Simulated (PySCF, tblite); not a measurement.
# C5H11NSi: geometry, infrared bands and NMR shifts

Wanted: the infrared bands and NMR shifts of C5H11NSi (`C=C=CC[SiH2]NC`), by calculation.

Computed with tblite 0.8.0 and PySCF 2.14.0, with density-fitted response routines of our own, on a single molecule in the gas phase. Atoms are numbered from 0 throughout.

## 1. Starting geometry

18 atoms, charge 0, multiplicity 1; geometry from: force field or distance geometry start.

Bonds of the start (Å): C0–C1 1.29, C1–C2 1.32, C2–C3 1.48, C3–Si4 1.86, Si4–N5 1.79, N5–C6 1.46, C0–H7 1.07, C0–H8 1.07, C2–H9 1.06, C3–H10 1.08, C3–H11 1.13, Si4–H12 1.47, Si4–H13 1.48, N5–H14 1.06, C6–H15 1.12, C6–H16 1.12, C6–H17 1.09.

## 2. Optimising the geometry with GFN2-xTB

Job settings and geometry (Å):

```
{"job": {"kind": "relax", "xc": "GFN2-xTB", "basis": "xTB"}, "charge": 0, "multiplicity": 1}
C     -2.333900     2.033400    -0.131300
C     -2.141800     0.767700     0.024300
C     -1.910900    -0.520200     0.182200
C     -1.165100    -1.158200    -0.920700
Si     0.638700    -1.165900    -0.461100
N      1.345300     0.465800    -0.667200
C      2.699300     0.382100    -0.131400
H     -3.226300     2.322400    -0.639900
H     -1.584400     2.689800     0.268900
H     -2.302000    -0.975500     1.055500
H     -1.323200    -0.603700    -1.835500
H     -1.568500    -2.202800    -1.054100
H      1.422300    -2.058200    -1.320700
H      0.725300    -1.630900     0.941000
H      1.460700     0.611900    -1.710900
H      2.856800    -0.507900     0.523300
H      3.388200     0.235200    -0.997700
H      3.010800     1.321400     0.334200
```

On the command line:

```sh
OMP_NUM_THREADS=1 python probes_run.py task.json out
```

One launch serves the whole session: the jobs run in the order shown.

**Question.** This job is followed by: GFN2-xTB harmonic vibrations, gas phase; GIAO PBE0/pcSseg-1 NMR shielding, non-relativistic, gas phase. What will the session give for the following? strongest single infrared mode (GFN2-xTB); zero-point energy (GFN2-xTB); ¹³C shifts against TMS (PBE0/pcSseg-1); ¹H shifts against TMS (PBE0/pcSseg-1, means over atoms taken as alike); ²⁹Si shifts against TMS (PBE0/pcSseg-1); ¹⁵N shifts against NH3 (PBE0/pcSseg-1).

**Answer**, as computed:

| quantity | value |
| --- | --- |
| strongest single infrared mode (GFN2-xTB) | 2148 cm⁻¹, 451 km/mol |
| zero-point energy (GFN2-xTB) | 89.3 kcal/mol |
| ¹³C shifts against TMS (PBE0/pcSseg-1) | 221.1, 94.0, 78.0, 32.2, 16.6 ppm |
| ¹H shifts against TMS (PBE0/pcSseg-1, means over atoms taken as alike) | 5.38, 4.90, 4.76, 2.80, 1.56, -0.42 ppm |
| ²⁹Si shifts against TMS (PBE0/pcSseg-1) | -36.8 ppm |
| ¹⁵N shifts against NH3 (PBE0/pcSseg-1) | 11.3 ppm |

Over 121 steps the energy fell by 0.865 eV; of the close pairs, Si4–N5 changed most, 1.790 to 1.712 Å. No mode is imaginary among the 48: a minimum at this level. The strongest single mode, at 2148 cm⁻¹, moves mainly H12. Unscaled tight-binding wavenumbers are off by several per cent, some by more. Its intensities can rank the bands wrongly. The most deshielded carbon is C1 (central carbon of an allene), at 221.1 ppm: the central sp carbon of an allene is among the most deshielded carbons of hydrocarbons. At PBE0/pcSseg-1: Shielding is most anisotropic at C2 (span 155 ppm, paramagnetic term -168 ppm).
